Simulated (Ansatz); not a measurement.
# SiNH4 (SMILES [NH][SiH3]): RPA@PBE/STO-3G

What is the electronic atomisation energy of SiNH4 at RPA@PBE/STO-3G? 

The calculation is run with Ansatz 0.2.0.

46 further runs of the same task are left out: 46 set aside as unsound or not needed.

## Step 1: The system as given

SiNH4: 6 atoms, total charge 0, spin state doublet. SMILES: `[NH][SiH3]`. The shape is that of a PBE0-D4/def2-TZVP optimisation.

Bond lengths: N1–Si2 1.753 Å, N1–H3 1.023 Å, Si2–H4 1.491 Å, Si2–H5 1.491 Å, Si2–H6 1.481 Å. Angles: N1–Si2–H4 110.8°, N1–Si2–H5 109.1°, N1–Si2–H6 109.3°, Si2–N1–H3 111.9°, H4–Si2–H5 108.6°, H4–Si2–H6 109.5°, H5–Si2–H6 109.5°.

## Step 2: A single-point energy at RPA@PBE/STO-3G

File input.yaml:

```yaml
basis:
  gaussian: {orbitals: STO-3G}
crystal:
  periodic: [false, false, false]
  atoms:
    - {symbol: N, position_ang: [0.592100, -0.835200, 0.909500]}
    - {symbol: Si, position_ang: [-0.203700, 0.347600, -0.110000]}
    - {symbol: H, position_ang: [0.922800, -1.640700, 0.372700]}
    - {symbol: H, position_ang: [-1.310600, -0.282300, -0.885500]}
    - {symbol: H, position_ang: [0.789500, 0.911800, -1.068900]}
    - {symbol: H, position_ang: [-0.748100, 1.434800, 0.736200]}
magnetization: {spin_polarized: true, initial_magnetization: 1}
hamiltonian: {xc: {name: PBE}}
correlation: {method: rpa, frozen_orbitals: {H: 0, "N": 1, Si: 5}}
accuracy: high
```

On the command line:

```bash
$ ansatz run input.yaml --threads 1 --pin off --max-ram 2610MiB --events-out events.jsonl --progress --plain --runs-dir runs
```

The log of the run:

```text
Warning: RAYON_NUM_THREADS=1 ignored (pool sized by the plan → 1); use --threads N
Functional definition: PBE
  name "PBE"
  parameter kappa = 0.804
  parameter beta = 0.06672455060314922
  exchange = pbe_x(kappa = kappa, mu = beta*pi^2/3)
  correlation = pbe_c(beta = beta)
314 factors; integrals over basis functions are off by at most 1.1e-8 eV
mean field evaluation 1: about -9311.1380 eV, gradient 1.6e1 eV
mean field evaluation 2: about -9311.0823 eV, gradient 1.6e1 eV
mean field evaluation 4: about -9312.8871 eV, gradient 1.8e0 eV
mean field evaluation 8: about -9312.9124 eV, gradient 1.6e-2 eV
mean field evaluation 16: about -9312.9124 eV, gradient 1.3e-6 eV
mean field -9312.91240623 eV, -342.2432184101 hartree, gradient 2.6e-8 eV, S^2 0.752116; 0 other end points of the search recorded, 0 dependent functions left out
6 core orbitals not correlated: weight in the atoms' cores, before any rotation towards them, 0.999 or more for the frozen orbitals, at most 0.000 for the correlated occupied ones
reference -9295.66772237 eV, -341.6094879672 hartree; 7, 6 occupied and 5, 6 virtual orbitals, 314 factors
Total energy: -9300.45700800 eV, -341.7854909678 hartree
```

Run time: 2.1 s. Hardware: 1 thread of Arm Neoverse V1, shared host; peak memory 0.13 GiB.

## Step 3: The H atom, same level

File in.yaml:

```yaml
crystal:
  periodic: [false, false, false]
  atoms:
    - {symbol: H, position_ang: [0.000000, 0.000000, 0.000000]}
basis:
  gaussian: {orbitals: STO-3G}
magnetization: {spin_polarized: true, initial_magnetization: 1}
hamiltonian: {xc: {name: PBE}}
correlation: {method: rpa, frozen_orbitals: {H: 0}}
accuracy: high
```

Run the same way, it converges to -0.46658 Eh (log not shown).

## Step 4: The N atom

File job.yaml:

```yaml
basis:
  gaussian:
    orbitals: STO-3G
crystal:
  periodic: [false, false, false]
  atoms:
    - {symbol: "N", position_ang: [0.000000, 0.000000, 0.000000]}
magnetization:
  spin_polarized: true
  initial_magnetization: 3
hamiltonian:
  xc: {name: PBE}
correlation:
  method: rpa
  frozen_orbitals: {"N": 1}
accuracy: high
```

Run the same way, it converges to -53.74680 Eh (log not shown).

## Step 5: The Si atom, same level

File in.yaml:

```yaml
crystal:
  periodic: [false, false, false]
  atoms:
    - {symbol: Si, position_ang: [0.000000, 0.000000, 0.000000]}
basis:
  gaussian:
    orbitals: STO-3G
accuracy: high
correlation:
  method: rpa
  frozen_orbitals: {Si: 5}
hamiltonian:
  xc: pbe
magnetization:
  spin_polarized: true
  initial_magnetization: 2
```

Run the same way, it converges to -285.51519 Eh (log not shown).

## Step 6: What came out

At RPA@PBE/STO-3G, 6 core orbitals frozen:

| quantity | value |
| --- | --- |
| molecule: total energy | -341.78549 Eh |
| molecule: RPA correlation energy (valence) | -176.0 mEh |
| molecule: ⟨S²⟩ of the reference determinant | 0.752 |
| H atom: total energy | -0.46658 Eh |
| H atom: RPA correlation energy | 0.0 mEh |
| H atom: ⟨S²⟩ of the reference determinant | 0.750 |
| N atom: total energy | -53.74680 Eh |
| N atom: RPA correlation energy (valence) | -27.8 mEh |
| N atom: ⟨S²⟩ of the reference determinant | 3.750 |
| Si atom: total energy | -285.51519 Eh |
| Si atom: RPA correlation energy (valence) | -51.1 mEh |
| Si atom: ⟨S²⟩ of the reference determinant | 2.000 |
| electronic atomisation energy | 17.883 eV |

In words: Taking the molecule apart into free atoms costs 17.88 eV (1725 kJ/mol), before zero-point energy and without spin-orbit coupling. In a minimal basis such a difference can be off by several eV, whatever the method.
